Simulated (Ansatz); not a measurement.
## GaGe3: single point with PBEsol

The system is GaGe3.

```
Ge Ga
1.0
     5.98504    0.00000    0.00000
    -2.99252    5.18319    0.00000
     0.00000    0.00000    5.03495
Ge Ga
6 2
Direct
  0.16356 0.32712 0.25000
  0.16356 0.83644 0.25000
  0.67288 0.83644 0.25000
  0.83644 0.67288 0.75000
  0.83644 0.16356 0.75000
  0.32712 0.16356 0.75000
  0.33333 0.66667 0.75000
  0.66667 0.33333 0.25000
```

The cell comes from a database or a generator and needn't be the stable form of this composition.

| Item | Value |
| --- | --- |
| Program | Ansatz 0.2.0 |
| Task | single point |
| Functional | PBEsol |
| Potentials or basis | Ansatz PAW |
| Cutoff | 420 eV (not typed: the program's choice for these potentials) |
| k mesh | 5 × 5 × 5 |
| Occupations | gaussian, width 0.1 eV |
| Spin | no spin polarisation |

```yaml
Pressure: -4.2 GPa
Largest_force: 0.168 eV/Å
Band_gap_on_the_k_mesh: none (metal or under the smearing width)
```

Forces in eV/Å, atoms in the order of the input:
```
Ge   0.000  0.168  0.000
Ge   0.145 -0.084  0.000
Ge  -0.145 -0.084  0.000
Ge   0.000 -0.168  0.000
Ge  -0.145  0.084  0.000
Ge   0.145  0.084  0.000
Ga   0.000  0.000  0.000
Ga   0.000  0.000  0.000
```

Stress tensor (GPa, compression positive):
```
-4.28  0.00  0.00
 0.00 -4.28  0.00
 0.00  0.00 -4.04
```

Levels at points of the mesh, in eV from the Fermi level:
```tsv
k point	band 52	band 53	band 54	band 55	band 56	band 57	band 58	band 59
(0.00, 0.00, 0.00)	-1.44	-1.24	-1.24	-1.01	-0.80	-0.80	0.53	1.70
```

It took 2.7 s on 4 threads of Arm Neoverse V1, on a shared host, peak memory 0.62 GiB.

Caveat: the PAW data sets come from PBE, with cores solved anew for the run's functional, which leaves a small shift of forces and pressure.
